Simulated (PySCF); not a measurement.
# C5H5NO2Si: magnetic properties

Aim: compute the magnetic properties of C5H5NO2Si (`N#C[SiH2]C1=COC(=O)C1`).

Programs: PySCF 2.14.0, with routines of our own; each step states its level. All values are computed. Atoms count from 0.

## 1. The system as given

14 atoms, charge 0, multiplicity 1; geometry from: GFN2-xTB.

## 2. Magnetic properties: GIAO KT3/pcSseg-1

What the job is given:

```
{"job": {"kind": "mag", "xc": "KT3", "basis": "pcSseg-1", "isotopologues": 0}, "charge": 0, "multiplicity": 1}
N     -3.372944     0.876971     1.755489
C     -2.745095     0.328562     0.970595
Si    -1.735138    -0.576457    -0.312636
C      0.028738    -0.023428    -0.025753
C      0.493847     0.804566     0.912566
O      1.844314     1.012319     0.859871
C      2.357353     0.289744    -0.173001
O      3.517343     0.282748    -0.453073
C      1.210560    -0.452104    -0.842079
H     -1.887356    -2.012951    -0.070964
H     -2.211927    -0.165101    -1.635024
H     -0.024829     1.327133     1.694524
H      1.388851    -1.528467    -0.810559
H      1.135606    -0.164008    -1.892123
```

With the program's defaults for keys left out, this is: GIAO KT3/pcSseg-1 magnetisability, rotational g tensor and spin-rotation constants, non-relativistic, gas phase.

Command:

```
$ OMP_NUM_THREADS=1 python excited_run.py task.json out
```

The driver reads the jobs from task.json and runs them one after another.

Standard output:

```text
coarse grid: 13392 points
cycle   1  E = -696.1144214827  dE =  1.452e+00  |g| = 1.081e+00  |ddm| = 3.692e+00
cycle   2  E = -694.8090610755  dE =  1.305e+00  |g| = 2.610e+00  |ddm| = 3.445e+00
cycle   3  E = -696.2775554291  dE = -1.468e+00  |g| = 5.465e-01  |ddm| = 3.032e+00
cycle   4  E = -696.3393469398  dE = -6.179e-02  |g| = 2.158e-01  |ddm| = 5.756e-01
cycle   5  E = -696.3457338077  dE = -6.387e-03  |g| = 1.239e-01  |ddm| = 1.757e-01
cycle   6  E = -696.3487154230  dE = -2.982e-03  |g| = 4.718e-02  |ddm| = 9.799e-02
cycle   7  E = -696.3491670516  dE = -4.516e-04  |g| = 1.472e-02  |ddm| = 3.554e-02
cycle   8  E = -696.3492092369  dE = -4.219e-05  |g| = 4.273e-03  |ddm| = 1.267e-02
cycle   9  E = -696.3492126060  dE = -3.369e-06  |g| = 2.285e-03  |ddm| = 5.810e-03
final grid: 128240 points
cycle  10  E = -696.4316065049  dE = -2.627e-04  |g| = 2.143e-02  |ddm| = 6.516e-02
cycle  11  E = -696.4313941845  dE =  2.123e-04  |g| = 3.848e-02  |ddm| = 4.195e-02
cycle  12  E = -696.4316510322  dE = -2.568e-04  |g| = 1.128e-02  |ddm| = 3.222e-02
cycle  13  E = -696.4316750695  dE = -2.404e-05  |g| = 3.978e-03  |ddm| = 8.634e-03
cycle  14  E = -696.4316780657  dE = -2.996e-06  |g| = 1.097e-03  |ddm| = 2.617e-03
cycle  15  E = -696.4316783261  dE = -2.603e-07  |g| = 3.829e-04  |ddm| = 9.225e-04
cycle  16  E = -696.4316783553  dE = -2.919e-08  |g| = 8.126e-05  |ddm| = 3.089e-04
cycle  17  E = -696.4316783560  dE = -7.281e-10  |g| = 4.829e-05  |ddm| = 8.755e-05
cycle  18  E = -696.4316783566  dE = -6.009e-10  |g| = 1.073e-05  |ddm| = 5.439e-05
converged SCF energy = -696.4316783566

Magnetisability tensor (1e-30 J/T^2)
    -1043.70       48.53       13.43
       48.53    -1161.58       86.33
       13.43       86.33    -1124.77
isotropic -1110.02   principal values   -1236.12  -1088.17  -1005.76
isotropic susceptibility -66.847 1e-6 cm^3/mol

Inertial axes            a          b          c
rot. const./GHz      3.9678     0.7110     0.6097
chi total           -63.183    -62.936    -74.421
chi diamagnetic    -414.388  -1666.442  -1940.876
chi paramagnetic    351.204   1603.506   1866.455
quadrupole/D A      -26.914     14.187     12.727
g nuclear            0.5852     0.5150     0.5204
g electronic        -0.6547    -0.5356    -0.5346
g total             -0.0695    -0.0206    -0.0141

Spin-rotation constants (kHz, H = +C I.J)
atom  isotope        aa         bb         cc
  0    14N        0.624      0.083      0.157
  9     1H       -0.351     -0.040      0.002
 10     1H       -0.352     -0.037     -0.000
 11     1H       -0.074      0.021     -0.071
 12     1H       -0.428     -0.032     -0.017
 13     1H       -0.430     -0.035     -0.014
  1    13C*       0.979      0.123      0.253
  2   29Si*      -1.961     -0.381     -0.319
  3    13C*       1.615      0.194      0.081
  4    13C*       1.936      0.229      0.140
  5    17O*      -1.704     -0.211     -0.091
  6    13C*       1.205      0.359      0.185
  7    17O*      -2.380     -0.375     -0.039
  8    13C*       0.621      0.140      0.100
* in the singly substituted isotopologue
```

Wall time 43 s (1 thread of Arm Neoverse V1, shared host); peak memory 0.7 GiB.

Key values:

| quantity | value |
| --- | --- |
| magnetisability | -1110·10⁻³⁰ J/T² |
| molar susceptibility | -66.8·10⁻⁶ cm³/mol |
| rotational g (a, b, c) | -0.0695, -0.0206, -0.0141 |

## 3. Magnetic properties: GIAO LDA/MINI in benzene

Settings changed since step 2:

```diff
@@ -1,2 +1,2 @@
-{"job": {"kind": "mag", "xc": "KT3", "basis": "pcSseg-1", "isotopologues": 0}, "charge": 0, "multiplicity": 1}
+{"job": {"kind": "mag", "xc": "LDA", "basis": "MINI", "solvent": "benzene"}, "charge": 0, "multiplicity": 1}
 N     -3.372944     0.876971     1.755489
```

Method: GIAO LDA/MINI magnetisability, non-relativistic, IEF-PCM benzene.

Standard output:

```text
coarse grid: 13392 points
cycle   1  E = -678.9198652891  dE =  1.659e+00  |g| = 7.291e-01  |ddm| = 6.402e+00
cycle   2  E = -678.0379707013  dE =  8.819e-01  |g| = 1.901e+00  |ddm| = 3.604e+00
cycle   3  E = -679.0392609766  dE = -1.001e+00  |g| = 4.452e-01  |ddm| = 2.896e+00
cycle   4  E = -679.0966809781  dE = -5.742e-02  |g| = 1.110e-01  |ddm| = 8.175e-01
cycle   5  E = -679.0996143678  dE = -2.933e-03  |g| = 5.460e-02  |ddm| = 1.964e-01
cycle   6  E = -679.1003213304  dE = -7.070e-04  |g| = 2.420e-02  |ddm| = 8.646e-02
cycle   7  E = -679.1004987821  dE = -1.775e-04  |g| = 3.207e-03  |ddm| = 3.332e-02
cycle   8  E = -679.1005012023  dE = -2.420e-06  |g| = 1.507e-03  |ddm| = 6.689e-03
final grid: 128240 points
cycle   9  E = -679.1875795467  dE = -5.052e-06  |g| = 3.184e-03  |ddm| = 1.584e-02
cycle  10  E = -679.1875636089  dE =  1.594e-05  |g| = 7.659e-03  |ddm| = 1.701e-02
cycle  11  E = -679.1875824883  dE = -1.888e-05  |g| = 1.312e-03  |ddm| = 1.269e-02
cycle  12  E = -679.1875829951  dE = -5.067e-07  |g| = 2.644e-04  |ddm| = 2.159e-03
cycle  13  E = -679.1875830129  dE = -1.781e-08  |g| = 1.258e-04  |ddm| = 5.004e-04
cycle  14  E = -679.1875830176  dE = -4.702e-09  |g| = 2.248e-05  |ddm| = 1.892e-04
cycle  15  E = -679.1875830177  dE = -1.114e-10  |g| = 1.290e-05  |ddm| = 4.505e-05
converged SCF energy = -679.1875830177

Magnetisability tensor (1e-30 J/T^2)
    -1260.82       56.93       21.53
       56.93    -1391.55       68.01
       21.53       68.01    -1363.25
isotropic -1338.54   principal values   -1452.29  -1339.59  -1223.73
isotropic susceptibility -80.609 1e-6 cm^3/mol

Inertial axes            a          b          c
rot. const./GHz      3.9678     0.7110     0.6097
chi total           -76.430    -77.977    -87.418
chi diamagnetic    -429.533  -1680.172  -1954.256
chi paramagnetic    353.103   1602.195   1866.838
quadrupole/D A      -25.114     13.584     11.530
```

Wall time 4.7 s (1 thread of Arm Neoverse V1, shared host); peak memory 0.46 GiB.

Key values:

| quantity | value |
| --- | --- |
| magnetisability | -1339·10⁻³⁰ J/T² |
| molar susceptibility | -80.6·10⁻⁶ cm³/mol |

## 4. Results

| quantity | value |
| --- | --- |
| magnetisability (step 2, GIAO KT3/pcSseg-1) | -1110·10⁻³⁰ J/T² |
| molar susceptibility (step 2, GIAO KT3/pcSseg-1) | -66.8·10⁻⁶ cm³/mol |
| rotational g (a, b, c) (step 2, GIAO KT3/pcSseg-1) | -0.0695, -0.0206, -0.0141 |

What this shows: The values above hold for this geometry and these levels alone. Vibrational averaging and real surroundings are missing from these values.
